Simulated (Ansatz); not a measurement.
Born–Oppenheimer molecular dynamics of a periodic cell of 36 atoms, Be (start crystal Be, start structure hcp, volume 1 times the crystal's). It goes on from the last frame of an earlier run, with new velocities.

These are results of Ansatz 0.2.0, DFT PBEsol, scalar-relativistic, plane waves, PAW, not measurements. Settings: accuracy low, cutoff 420 eV, k mesh 2x2x2, fermi-dirac smearing 0.17 eV, no spin polarisation.

- ensemble: NPT, Langevin
- time step: 1.5 fs
- steps asked: 60
- set temperature: 1400 K
- friction: 0.02 /fs
- pressure: 0 GPa
- seed: 701561

Frames 15 fs apart, positions in Å.

Velocities at 0.0 fs (Å/ps):

```
Be -13.33 -16.38 -0.46
Be -11.57 5.44 14.57
Be -3.42 5.80 -19.21
Be -6.88 -4.39 16.10
Be 4.30 21.97 -5.79
Be -13.95 4.60 10.07
Be -8.50 -9.60 -0.52
Be 2.63 3.90 13.05
Be 4.79 17.44 15.71
Be -1.05 -3.92 -1.41
Be 3.54 13.37 -5.46
Be 2.75 7.84 18.89
Be -12.27 -13.41 -1.98
Be -13.76 -11.17 0.64
Be -6.05 18.35 4.77
Be 15.05 2.94 1.45
Be 9.38 -22.83 -9.50
Be 29.14 -4.19 -4.40
Be -4.58 -7.32 1.30
Be 10.60 21.00 0.91
Be -23.34 1.18 -9.47
Be -10.63 -2.61 6.51
Be -5.43 -12.97 8.97
Be 19.03 -4.76 -4.37
Be 24.57 -8.59 -25.08
Be -4.59 8.84 0.03
Be -2.59 -15.07 -1.97
Be 25.34 9.49 4.03
Be -4.91 5.34 -6.69
Be -3.71 9.77 -12.10
Be -6.63 -0.13 -1.35
Be -0.26 -6.00 -17.17
Be 11.21 -23.31 -7.94
Be 8.26 13.98 18.06
Be -4.32 0.65 -1.73
Be -8.83 -5.28 1.52
```

```xyz
36
Lattice="6.8700 0.0000 0.0000 -3.4350 5.9496 0.0000 0.0000 0.0000 7.1769" Properties=species:S:1:pos:R:3 time_fs=0.0 energy_less_start_eV=0.000 T=1361
Be -0.070 0.013 -0.047
Be 0.129 1.354 1.568
Be 0.053 0.033 3.475
Be 0.069 1.314 5.165
Be -1.151 1.970 -0.043
Be -0.887 3.373 1.576
Be -0.939 2.361 3.351
Be -1.266 3.252 5.184
Be -1.780 4.218 -0.103
Be -1.972 5.528 1.863
Be -2.252 4.269 3.431
Be -2.200 5.390 5.262
Be 2.337 0.132 -0.045
Be 2.509 1.389 1.634
Be 2.291 -0.028 3.462
Be 2.483 1.591 5.208
Be 1.555 2.045 -0.082
Be 1.158 3.347 1.410
Be 1.058 1.880 3.157
Be 1.192 3.075 5.193
Be 0.151 3.909 -0.249
Be 0.112 5.301 1.710
Be 0.332 4.312 3.824
Be -0.147 5.391 5.249
Be 4.246 -0.040 0.009
Be 4.702 1.067 1.592
Be 4.346 0.351 3.537
Be 4.794 1.345 5.326
Be 3.725 2.030 -0.008
Be 3.793 3.220 1.564
Be 3.498 1.873 3.452
Be 3.477 3.439 5.074
Be 2.397 4.255 -0.242
Be 2.237 5.294 1.815
Be 2.539 3.670 3.309
Be 2.184 5.311 5.203
36
Lattice="6.8913 0.0000 0.0000 -3.4456 5.9680 0.0000 0.0000 0.0000 7.1693" Properties=species:S:1:pos:R:3 time_fs=15.0 energy_less_start_eV=-1.260 T=1406
Be -0.133 -0.081 -0.091
Be -0.050 1.482 1.638
Be -0.052 0.144 3.341
Be 0.051 1.356 5.476
Be -0.974 2.225 -0.180
Be -1.050 3.400 1.751
Be -1.166 2.216 3.401
Be -1.125 3.348 5.404
Be -1.989 4.235 0.042
Be -2.155 5.414 1.625
Be -2.237 4.164 3.374
Be -2.270 5.465 5.460
Be 2.343 0.015 -0.106
Be 2.364 1.345 1.706
Be 2.291 0.250 3.530
Be 2.708 1.406 5.298
Be 1.490 1.804 -0.365
Be 1.590 3.276 1.444
Be 1.127 1.946 3.413
Be 1.434 3.367 5.277
Be 0.049 3.846 -0.278
Be -0.080 5.289 1.774
Be 0.233 4.020 3.654
Be 0.130 5.379 5.328
Be 4.699 -0.269 -0.322
Be 4.663 1.399 1.709
Be 4.489 0.043 3.591
Be 5.014 1.524 5.417
Be 3.519 2.149 -0.139
Be 3.673 3.354 1.521
Be 3.361 2.068 3.441
Be 3.509 3.378 5.041
Be 2.517 3.842 -0.361
Be 2.383 5.338 1.816
Be 2.374 3.784 3.243
Be 2.075 5.175 5.196
36
Lattice="6.9265 0.0000 0.0000 -3.4633 5.9985 0.0000 0.0000 0.0000 7.1550" Properties=species:S:1:pos:R:3 time_fs=30.0 energy_less_start_eV=-1.119 T=1508
Be -0.010 0.162 -0.095
Be -0.026 1.534 1.607
Be -0.045 0.124 3.477
Be 0.062 1.485 5.369
Be -0.902 2.204 -0.008
Be -1.205 3.366 1.852
Be -1.340 2.075 3.619
Be -1.013 3.457 5.409
Be -2.336 3.949 -0.051
Be -2.400 5.361 1.513
Be -2.273 4.103 3.511
Be -2.238 5.341 5.303
Be 2.652 0.016 -0.168
Be 2.465 1.351 1.634
Be 2.486 0.084 3.515
Be 2.753 1.144 5.312
Be 1.337 1.851 -0.310
Be 1.604 3.272 1.472
Be 1.328 2.092 3.857
Be 1.485 3.280 5.239
Be 0.318 3.897 -0.101
Be -0.221 5.353 1.791
Be 0.078 3.796 3.278
Be 0.017 5.294 5.271
Be 4.981 -0.318 -0.202
Be 4.788 1.657 1.838
Be 4.715 0.000 3.406
Be 4.736 1.512 5.312
Be 3.581 2.037 -0.297
Be 3.579 3.474 1.592
Be 3.433 2.299 3.261
Be 3.686 3.377 5.145
Be 2.616 3.818 -0.270
Be 2.454 5.279 1.444
Be 2.248 4.152 3.333
Be 2.339 5.152 5.016
36
Lattice="6.9756 0.0000 0.0000 -3.4878 6.0411 0.0000 0.0000 0.0000 7.1432" Properties=species:S:1:pos:R:3 time_fs=45.0 energy_less_start_eV=-2.217 T=1519
Be 0.173 0.205 -0.346
Be 0.228 1.528 1.755
Be 0.013 0.095 3.593
Be -0.093 1.387 5.116
Be -1.055 2.029 0.067
Be -1.153 3.477 1.551
Be -1.215 2.161 3.681
Be -1.033 3.516 5.333
Be -2.337 3.905 -0.309
Be -2.262 5.442 1.536
Be -2.265 4.076 3.556
Be -2.166 5.342 5.279
Be 2.848 0.118 -0.127
Be 2.442 1.340 1.538
Be 2.659 -0.006 3.436
Be 2.536 1.208 5.205
Be 1.248 1.963 0.050
Be 1.382 3.235 1.673
Be 1.535 1.971 3.679
Be 1.422 3.254 5.420
Be 0.452 4.147 0.007
Be -0.075 5.341 1.571
Be -0.034 3.828 3.251
Be 0.106 5.338 5.283
Be 5.003 -0.019 -0.157
Be 4.908 1.550 1.740
Be 4.752 0.093 3.297
Be 4.537 1.291 5.249
Be 3.678 2.013 -0.049
Be 3.624 3.514 1.729
Be 3.633 2.237 3.326
Be 3.827 3.262 5.229
Be 2.499 4.058 -0.122
Be 2.490 5.225 1.432
Be 2.303 4.290 3.463
Be 2.550 5.310 5.150
36
Lattice="7.0226 0.0000 0.0000 -3.5113 6.0817 0.0000 0.0000 0.0000 7.1263" Properties=species:S:1:pos:R:3 time_fs=60.0 energy_less_start_eV=-0.633 T=1341
Be 0.179 0.093 -0.330
Be 0.414 1.492 1.873
Be 0.226 0.085 3.335
Be 0.043 1.355 5.122
Be -1.201 2.029 -0.073
Be -0.889 3.586 1.476
Be -1.046 2.314 3.422
Be -1.067 3.444 5.287
Be -2.188 3.937 -0.142
Be -2.052 5.593 1.593
Be -2.240 4.331 3.417
Be -2.090 5.400 5.259
Be 2.697 0.102 -0.259
Be 2.375 1.170 1.764
Be 2.710 -0.001 3.323
Be 2.283 1.333 5.133
Be 1.228 2.193 0.128
Be 1.371 3.404 1.800
Be 1.565 1.881 3.188
Be 1.352 3.472 5.455
Be 0.177 4.293 -0.060
Be 0.268 5.361 1.613
Be 0.170 4.011 3.533
Be 0.418 5.423 5.344
Be 4.885 0.402 -0.090
Be 4.887 1.204 1.684
Be 4.702 0.190 3.343
Be 4.611 1.102 5.295
Be 3.693 2.103 0.201
Be 3.677 3.369 1.835
Be 3.780 2.053 3.473
Be 3.666 3.345 5.282
Be 2.445 3.982 -0.093
Be 2.432 5.263 1.875
Be 2.543 4.086 3.443
Be 2.653 5.482 5.354
36
Lattice="7.0595 0.0000 0.0000 -3.5297 6.1137 0.0000 0.0000 0.0000 7.1234" Properties=species:S:1:pos:R:3 time_fs=75.0 energy_less_start_eV=-0.247 T=1227
Be 0.212 0.223 0.061
Be -0.033 1.497 1.649
Be 0.378 0.058 3.266
Be 0.211 1.446 5.129
Be -1.112 2.127 -0.177
Be -0.799 3.618 1.758
Be -1.012 2.273 3.121
Be -0.952 3.386 5.157
Be -2.178 4.258 -0.011
Be -1.974 5.418 1.622
Be -2.203 4.383 3.397
Be -2.117 5.530 5.048
Be 2.521 0.048 -0.169
Be 2.694 1.158 1.686
Be 2.565 -0.064 3.423
Be 2.199 1.515 5.165
Be 1.191 2.183 -0.200
Be 1.362 3.638 1.664
Be 1.439 1.861 3.461
Be 1.347 3.564 5.254
Be -0.142 4.218 -0.240
Be 0.416 5.471 1.823
Be 0.394 4.261 3.718
Be 0.536 5.382 5.245
Be 4.614 0.171 -0.001
Be 4.954 1.185 1.777
Be 4.870 0.106 3.548
Be 4.761 1.289 5.205
Be 3.535 2.160 0.188
Be 3.832 3.310 1.833
Be 3.740 1.891 3.599
Be 3.522 3.604 5.238
Be 2.643 4.112 0.070
Be 2.360 5.506 2.096
Be 2.774 3.946 3.618
Be 2.593 5.411 5.336
```

Of the whole run (90 fs, mean temperature of the second half 1397 K): The conserved energy stayed within 0.41 meV per atom of its start (net change -0.068 meV per atom), so the integration is sound. A run of 0.09 ps of so small a system gives no equilibrium averages. Limits of this set-up: coarse k mesh, low accuracy level. The cell's volume went from 293 to 311 Å³.

The run took 7.8 min on 1 thread of Arm Neoverse V2 (shared host), peak memory 0.66 GiB.
